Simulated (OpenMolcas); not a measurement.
# W³⁺ among point charges: CASSCF and CASPT2 levels and susceptibility

How does a field of 6 point charges split the states of W³⁺, and what χT follows?

Program: OpenMolcas 26.06. Level of theory: state-averaged CASSCF and CASPT2, spin-orbit coupling by RASSI with atomic mean-field integrals. These are calculated values, not measurements, unless marked.

**1. What is computed**

| Item | Value |
| --- | --- |
| Species | W³⁺ (tungsten, Z = 74, 71 electrons) |
| Basis | ANO-RCC-VTZP [8s7p5d3f2g1h], 104 functions |
| Scalar Hamiltonian | DKH2, point nucleus |
| Inactive shells | 1s 2s 2p 3s 3p 3d 4s 4p 4d 4f 5s 5p |
| Active space | 3 electrons in 5 orbitals (5d) |
| Some configurations of this space | 5d3 |
| Orbitals | optimised for each spin and parity, averaged over all roots |

Outer shells as boxes (Hund's rule):

5d3
```
5d [↑ ][↑ ][↑ ][  ][  ]
```

The ion sits among 6 point charges of -1 e arranged as an octahedron (Oh), 1.99 Å from the ion.

The work runs as a chain of OpenMolcas steps in one folder; each step below is one input file. Labels, J, g values, rates, χT and fits are worked out afterwards by a script from the matrices that RASSI stores. The input lists half of the charges; inversion (Group=XYZ) makes the rest.

**2. Basis and integrals**

The input, a.inp:

```
&GATEWAY
Coord
1

W 0.0 0.0 0.0
Basis=ANO-RCC-VTZP
Group=XYZ
NoMove
AngMom=0.0 0.0 0.0
AMFI
XField
3 Angstrom 0
1.990000 0.000000 0.000000 -1.000000
0.000000 1.990000 0.000000 -1.000000
0.000000 0.000000 1.990000 -1.000000
&SEWARD
```

Started as:

```console
> OMP_NUM_THREADS=1 MOLCAS_MEM=1689 MOLCAS_PROJECT=a pymolcas a.inp > a.log
```

Standard output:

```text
Basis set label: W.ANO-RCC...8S7P5D3F2G1H.

      Electronic valence basis set:
      ------------------
      Associated Effective Charge  74.000000 au
      Associated Actual Charge     74.000000 au
      Nuclear Model: Point charge

      Shell  nPrim  nBasis  Cartesian Spherical Contaminant
         s      24       8        X
         p      21       7        X
         d      15       5                 X
         f      11       3                 X
         g       4       2                 X
         h       2       1                 X
                  Relativistic Douglas-Kroll-Hess integrals:
                    - DKH order of Hamiltonian: 2
                    - DKH order of Properties : 0
                  Atomic mean-field integrals
```

**3. Reference wave functions, quartets of even parity, 10 roots**

The input, a.inp:

```
&RASSCF
FileOrb=start.orb
Symmetry=1
Spin=4
nActEl=3 0 0
Inactive=15 19
Ras2=5 0
CIRoot=10 10 1
SDav=10
CIMx=300
Iter=120 100
PrWF=0.3
OrbListing=Nothing
MaxOrb=0
>>> COPY $Project.JobIph JOB001
```

start.orb holds the contracted functions of the basis, ordered by shell, or the orbitals of the step before.

Standard output:

```text
Wave function specifications:
      -----------------------------

      Number of closed shell electrons          68
      Number of electrons in active shells       3
      Max number of holes in RAS1 space          0
      Max nr of electrons in RAS3 space          0
      Number of inactive orbitals               34
      Number of active orbitals                  5
      Number of secondary orbitals              65
      Spin quantum number                      1.5
      State symmetry                             1
Orbital specifications:
      -----------------------

      Symmetry species                           1   2
                                                ag  au
      Frozen orbitals                            0   0
      Inactive orbitals                         15  19
      Active orbitals                            5   0
      RAS1 orbitals                              0   0
      RAS2 orbitals                              5   0
      RAS3 orbitals                              0   0
      Secondary orbitals                        31  34
      Deleted orbitals                           0   0
      Number of basis functions                 51  53
      Number of CSFs                            10
      Number of root(s) required                10
      Iter CI   SX   CI       RASSCF       Energy    max ROT     max BLB   max BLB  Level Ln srch  Step   QN
          iter iter root      energy       change     param      element    value   shift minimum  type update
 Nr of preliminary CI iterations:   1
      Total energies have been shifted. Add               -16000.00 au
        1   1   11    0  -130.36608089    0.00E+00   1.64E-01*  18  24 2 -1.35E-01*  0.37   0.00    SX    NO
        2   1   11    0  -130.44755401   -8.15E-02*  3.45E-02   11  30 2 -1.21E-01*  0.42   0.00    SX    NO
        3   1   10    0  -130.45400019   -6.45E-03*  2.10E-02   13  32 2  1.01E-01*  0.41   0.00    SX    NO
        4   1   10    0  -130.45567281   -1.67E-03* -7.95E-03   11  30 2 -9.24E-02*  0.43   0.00    SX    NO
        5   1   10    0  -130.45663638   -9.64E-04*  3.65E-03   11  30 2  8.33E-02*  0.41   0.53    LS   YES
        6   1    8    0  -130.46050277   -3.87E-03*  2.99E-03   13  32 2  2.37E-03*  0.42   1.03    QN   YES
        7   1    8    0  -130.46052983   -2.71E-05*  1.24E-03   17  23 2  6.94E-04*  0.42   1.42    LS   YES
        8   1    8    0  -130.46053239   -2.56E-06*  2.28E-04   13  32 2 -8.46E-04*  0.42   1.00    QN   YES
        9   1    5    0  -130.46053297   -5.79E-07*  1.20E-05   17  20 2 -5.97E-05   0.42   1.08    QN   YES
       10   1    5    0  -130.46053298   -5.06E-09   4.02E-06   17  20 2 -9.35E-06   0.42   1.10    QN   YES
      Convergence after 10 iterations
       11   1    5    0  -130.46053298   -1.87E-10   4.02E-06   11  30 2  1.89E-06   0.42   1.10    QN   YES
      Natural orbitals and occupation numbers for root  1
      sym 1:   1.000000   1.000000   0.000000   1.000000   0.000000
      Natural orbitals and occupation numbers for root  2
      sym 1:   1.000000   0.802059   0.802059   0.197941   0.197941
      Natural orbitals and occupation numbers for root  3
      sym 1:   1.000000   0.203466   0.203466   0.796534   0.796534
::    RASSCF root number  1 Total energy: -16130.52705335
::    RASSCF root number  2 Total energy: -16130.48472978
::    RASSCF root number  3 Total energy: -16130.48472978
::    RASSCF root number  4 Total energy: -16130.48472978
::    RASSCF root number  5 Total energy: -16130.45881903
::    RASSCF root number  6 Total energy: -16130.45881903
::    RASSCF root number  7 Total energy: -16130.45881903
::    RASSCF root number  8 Total energy: -16130.41587666
::    RASSCF root number  9 Total energy: -16130.41587666
::    RASSCF root number 10 Total energy: -16130.41587666
```

**4. CASSCF: doublets of even parity, 40 roots**

The input, a.inp:

```
&RASSCF
FileOrb=start.orb
Symmetry=1
Spin=2
nActEl=3 0 0
Inactive=15 19
Ras2=5 0
CIRoot=40 40 1
SDav=40
CIMx=300
Iter=120 100
PrWF=0.3
OrbListing=Nothing
MaxOrb=0
>>> COPY $Project.JobIph JOB002
```

Started as:

```console
> OMP_NUM_THREADS=1 MOLCAS_MEM=1689 MOLCAS_PROJECT=a pymolcas a.inp > a.log
```

Standard output:

```text
Wave function specifications:
      -----------------------------

      Number of closed shell electrons          68
      Number of electrons in active shells       3
      Max number of holes in RAS1 space          0
      Max nr of electrons in RAS3 space          0
      Number of inactive orbitals               34
      Number of active orbitals                  5
      Number of secondary orbitals              65
      Spin quantum number                      0.5
      State symmetry                             1
Orbital specifications:
      -----------------------

      Symmetry species                           1   2
                                                ag  au
      Frozen orbitals                            0   0
      Inactive orbitals                         15  19
      Active orbitals                            5   0
      RAS1 orbitals                              0   0
      RAS2 orbitals                              5   0
      RAS3 orbitals                              0   0
      Secondary orbitals                        31  34
      Deleted orbitals                           0   0
      Number of basis functions                 51  53
      Number of CSFs                            40
      Number of root(s) required                40
      Iter CI   SX   CI       RASSCF       Energy    max ROT     max BLB   max BLB  Level Ln srch  Step   QN
          iter iter root      energy       change     param      element    value   shift minimum  type update
 Nr of preliminary CI iterations:   1
      Total energies have been shifted. Add               -16000.00 au
        1   1    9    0  -130.38131259    0.00E+00  -1.32E-02   16  24 1 -6.55E-03*  0.41   0.00    SX    NO
        2   1    9    0  -130.38189733   -5.85E-04*  3.75E-03   19  23 2 -3.67E-03*  0.40   0.00    SX    NO
        3   1    8    0  -130.38195783   -6.05E-05*  1.52E-03   16  32 2 -1.84E-03*  0.40   0.00    SX    NO
        4   1    8    0  -130.38196532   -7.49E-06*  3.40E-04   10  30 2  1.78E-03*  0.40   0.00    SX    NO
        5   1    8    0  -130.38196650   -1.18E-06*  3.01E-04   16  32 2 -1.59E-03*  0.40   0.59    SX   YES
        6   1    8    0  -130.38196687   -3.68E-07*  1.40E-04   10  30 2  1.44E-03*  0.40   0.54    LS   YES
        7   1    7    0  -130.38196800   -1.13E-06*  1.32E-04   19  23 2 -1.11E-04*  0.40   1.00    QN   YES
        8   1    5    0  -130.38196805   -5.21E-08*  4.43E-05   19  23 2 -2.83E-05   0.40   1.33    QN   YES
        9   1    4    0  -130.38196805   -3.45E-09   1.63E-06   18  26 1  1.01E-06   0.40   1.01    QN   YES
      Convergence after  9 iterations
       10   1    4    0  -130.38196805    3.64E-11   1.63E-06   18  26 1  3.99E-07   0.40   1.01    QN   YES
      Natural orbitals and occupation numbers for root  1
      sym 1:   0.013973   1.010487   0.046438   0.959049   0.970053
      Natural orbitals and occupation numbers for root  2
      sym 1:   0.046438   0.949239   0.013973   1.000677   0.989673
      Natural orbitals and occupation numbers for root  3
      sym 1:   0.020220   0.959127   0.038669   0.987537   0.994447
::    RASSCF root number  1 Total energy: -16130.46306928
::    RASSCF root number  2 Total energy: -16130.46306928
::    RASSCF root number  3 Total energy: -16130.46034951
::    RASSCF root number  4 Total energy: -16130.46034951
::    RASSCF root number  5 Total energy: -16130.46034951
::    RASSCF root number  6 Total energy: -16130.43785589
::    RASSCF root number  7 Total energy: -16130.43785589
::    RASSCF root number  8 Total energy: -16130.43785589
::    RASSCF root number  9 Total energy: -16130.43042118
::    RASSCF root number 10 Total energy: -16130.41881205
::    RASSCF root number 11 Total energy: -16130.41881205
::    RASSCF root number 12 Total energy: -16130.41881205
::    RASSCF root number 13 Total energy: -16130.41705496
::    RASSCF root number 14 Total energy: -16130.41705496
::    RASSCF root number 15 Total energy: -16130.41705496
::    RASSCF root number 16 Total energy: -16130.41029717
::    RASSCF root number 17 Total energy: -16130.41029717
::    RASSCF root number 18 Total energy: -16130.39626846
::    RASSCF root number 19 Total energy: -16130.39626846
::    RASSCF root number 20 Total energy: -16130.39626846
::    RASSCF root number 21 Total energy: -16130.37447997
::    RASSCF root number 22 Total energy: -16130.37447997
::    RASSCF root number 23 Total energy: -16130.37447997
::    RASSCF root number 24 Total energy: -16130.37419130
::    RASSCF root number 25 Total energy: -16130.37419130
::    RASSCF root number 26 Total energy: -16130.37419130
::    RASSCF root number 27 Total energy: -16130.36294505
::    RASSCF root number 28 Total energy: -16130.35627755
::    RASSCF root number 29 Total energy: -16130.35627755
::    RASSCF root number 30 Total energy: -16130.35627755
```

(Part 1 of 2 ends here.)
